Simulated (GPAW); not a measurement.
The system is MoN2.

```
Mo N
1.0
     4.34805    0.00000    0.00000
     0.00000    4.34805    0.00000
     0.00000    0.00000    2.76746
Mo N
2 4
Cartesian
  0.0000 0.0000 0.0000
  2.1740 2.1740 0.0000
  2.6595 3.8626 1.3837
  1.6886 0.4854 1.3837
  0.4854 2.6595 1.3837
  3.8626 1.6886 1.3837
```

Measurements of this composition are mostly on another form, of space group No. 160.

Base run:

| Item | Value |
| --- | --- |
| Program | GPAW 26.7.0 |
| Functional | PBEsol |
| Potentials or basis | PAW data sets generated in the run's folder for this functional |
| Cutoff | 800 eV |
| Basis | pw |
| k mesh | 5 × 5 × 7 |
| Occupations | fermi-dirac, width 0.05 eV |
| Spin | no spin polarisation |
| Hubbard terms | Mo d U = 4 eV |

Its results: pressure -7.2 GPa; largest force 0.359 eV/Å.

Question: The run is repeated on the same cell with these changes: hubbard terms from Mo d U = 4 eV to Mo d U = 2 eV. What comes out?

Answer: Pressure -13.9 GPa; largest force 0.150 eV/Å.

Caveats: U without spin polarisation on a metal has little footing.
